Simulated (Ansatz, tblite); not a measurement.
# BaCaS₂ with GFN2-xTB from a Python script

These are simulated results from tblite 0.8.0, not measurements. The cell was built from a prototype and was relaxed with r2SCAN in plane waves (Ansatz 0.2.0). It may be hypothetical. All runs are without spin polarisation.

The symmetry is R-3m (No. 166, trigonal); conventional cell a = 4.275 Å, c = 21.125 Å, 27.86 Å³ an atom. Around Ca lie 6 S at 2.92 Å; around Ba lie 6 S at 3.15 Å; around S lie 3 Ca at 2.92 Å and 3 Ba at 3.15 Å.

tblite solves periodic systems at the zone centre alone, so the script builds a cluster of 3×3×1 conventional cells (108 atoms), which folds in a coarse mesh of k points.

run.py reads:

```python
import json
from ase import Atoms
from ase.build import make_supercell
from ase.units import Bohr, GPa, Hartree
from tblite.interface import Calculator

atoms = Atoms(['Ca', 'Ba', 'S', 'S'],
              cell=[[2.137361, 1.234006, 7.041832], [-2.137361, 1.234006, 7.041832], [0.0, -2.468012, 7.041832]],
              scaled_positions=[[1.0, 0.0, 0.0], [0.5, 0.5, 0.5], [0.25909, 0.25909, 0.25909], [0.74091, 0.74091, 0.74091]],
              pbc=True)
cluster = make_supercell(atoms, [[3, -3, 0], [0, 3, -3], [1, 1, 1]])
calc = Calculator('GFN2-xTB', cluster.numbers, cluster.positions / Bohr, lattice=cluster.cell[:] / Bohr, periodic=cluster.pbc)
calc.set('temperature', 0.02 / Hartree)
calc.set('max-iter', 150)
res = calc.singlepoint()
levels = res.get('orbital-energies') * Hartree
nv = round(res.get('orbital-occupations').sum() / 2)
cells = len(cluster) // len(atoms)
out = {'energy_per_cell': res.get('energy') * Hartree / cells, 'homo': levels[nv - 1], 'lumo': levels[nv],
       'stress': (-res.get('virial') * Hartree / cluster.get_volume() / GPa).tolist(), 'charges': res.get('charges')[:len(atoms)].tolist(), 'electrons': 2 * nv / cells}
json.dump(out, open('results.json', 'w'))
for key, value in out.items():
    print(key, value)
```

Command: `python run.py`. It took 30 s on 1 thread of Arm Neoverse V1 (shared host), peak memory 0.22 GiB.

The log:

```
------------------------------------------------------------
  cycle        total energy    energy error   density error
------------------------------------------------------------
      1     -180.7918446917  -1.8097202E+02   6.7640619E-01
      2     -183.4840820673  -2.6922374E+00   8.0779712E-01
      3     -189.0854023020  -5.6013202E+00   1.2504883E+00
      4     -187.2684934437   1.8169089E+00   1.1249071E+00
      5     -203.9242493915  -1.6655756E+01   3.4019159E-01
      6     -203.4819304189   4.4231897E-01   3.5462949E-01
      7     -206.0374352475  -2.5555048E+00   1.8494541E-01
      8     -206.2229560370  -1.8552079E-01   2.5390735E-01
      9     -206.6510304065  -4.2807437E-01   4.6403314E-02
     10     -206.6609330838  -9.9026773E-03   4.8266876E-02
     11     -206.6080529069   5.2880177E-02   4.1338758E-02
     12     -206.6820816128  -7.4028706E-02   3.3306284E-02
     13     -206.6759080725   6.1735403E-03   2.7573093E-02
     14     -206.6572390646   1.8669008E-02   1.8845141E-02
     15     -206.6803237190  -2.3084654E-02   1.3555168E-02
     16     -206.7077723193  -2.7448600E-02   5.8530475E-03
     17     -206.7039537583   3.8185610E-03   7.1682339E-03
     18     -206.7069584071  -3.0046488E-03   5.0294574E-03
     19     -206.7070389248  -8.0517686E-05   4.9310491E-03
     20     -206.7067087950   3.3012975E-04   5.1461899E-03
     21     -206.7044283723   2.2804227E-03   6.3508334E-03
     22     -206.7062954909  -1.8671186E-03   5.0652308E-03
     23     -206.7075184275  -1.2229366E-03   3.9799100E-03
     24     -206.7075192351  -8.0762177E-07   3.9687385E-03
     25     -206.7078671243  -3.4788923E-04   3.5267803E-03
     26     -206.7084757144  -6.0859006E-04   2.7824522E-03
     27     -206.7087415929  -2.6587854E-04   2.4591936E-03
     28     -206.7087054362   3.6156735E-05   2.5031206E-03
     29     -206.7089194420  -2.1400586E-04   2.2144870E-03
     30     -206.7091229042  -2.0346215E-04   1.8967355E-03
     31     -206.7091933391  -7.0434949E-05   1.7586122E-03
     32     -206.7090634587   1.2988045E-04   2.0047270E-03
     33     -206.7095162870  -4.5282829E-04   9.2795189E-04
     34     -206.7096239051  -1.0761811E-04   2.2171105E-04
     35     -206.7096260171  -2.1119765E-06   1.6105423E-04
     36     -206.7096259860   3.1090536E-08   1.6279195E-04
     37     -206.7096257547   2.3131071E-07   1.5486450E-04
     38     -206.7096271814  -1.4267363E-06   1.4149724E-04
     39     -206.7096279947  -8.1333386E-07   1.3874279E-04
     40     -206.7096282551  -2.6038475E-07   1.2754202E-04
     41     -206.7096279938   2.6133978E-07   1.3827567E-04
     42     -206.7096281705  -1.7670752E-07   1.2283878E-04
     43     -206.7096284905  -3.1997041E-07   1.1576503E-04
     44     -206.7096282552   2.3527957E-07   1.2027488E-04
     45     -206.7096258605   2.3946889E-06   1.9038273E-04
     46     -206.7096215795   4.2810119E-06   2.6402421E-04
     47     -206.7096232578  -1.6783455E-06   2.3578926E-04
     48     -206.7096281323  -4.8744507E-06   1.2547887E-04
     49     -206.7096283752  -2.4293018E-07   1.1341760E-04
     50     -206.7096277148   6.6042699E-07   1.3334882E-04
     51     -206.7096280902  -3.7536483E-07   1.1759992E-04
     52     -206.7096283813  -2.9119607E-07   1.0779411E-04
     53     -206.7096293150  -9.3366293E-07   6.6375433E-05
     54     -206.7096296334  -3.1838655E-07   4.3755110E-05
     55     -206.7096296997  -6.6255694E-08   3.4431682E-05
     56     -206.7096296898   9.8158921E-09   3.5694779E-05
     57     -206.7096296131   7.6765588E-08   4.0881897E-05
     58     -206.7096298185  -2.0540060E-07   1.7891424E-05
------------------------------------------------------------

 total:                                  29.367 sec
energy_per_cell -208.32798266461225
homo -11.067715524921656
lumo -11.012496157299688
stress [[-3.2693969349842695, -6.259435358772003e-05, 7.921288247408622e-07], [-6.259435358766784e-05, -3.2694661118715804, 7.089188895653732e-07], [7.921288246197069e-07, 7.089188895327827e-07, -3.607971045513824]]
charges [0.6404729527355413, 0.566561092445401, -0.6035096416366529, -0.6035096130813734]
electrons 16.0
```

The cycle table is in hartree for the whole cluster, and the lines after it are in eV (the energy for one cell). The printed stress is in GPa and positive in compression, and the pressure is its mean diagonal.

GFN2-xTB gives a gap of 0.06 eV. On the same cell, plane-wave PBE (Ansatz, 8×8×8 k points and the special points) gives a gap of 2.12 eV and r2SCAN a gap of 2.49 eV; on shared hosts these took about 11 and 29 core-seconds on the 4-atom cell, against 30 for the script. Spin-orbit coupling, left out in all these runs, can cut or reorder the gap by tenths of an eV, up to about 1 eV with Pb or Bi. This method closes a gap that PBE finds, a failure in kind.

The pressure on this cell is -3.4 GPa (positive in compression).

xTB was fitted mostly to molecules, and a small cluster samples few k points, so gaps, pressures and kinks along a curve can be far from a solid's.

The runs are scalar-relativistic, without spin-orbit coupling.
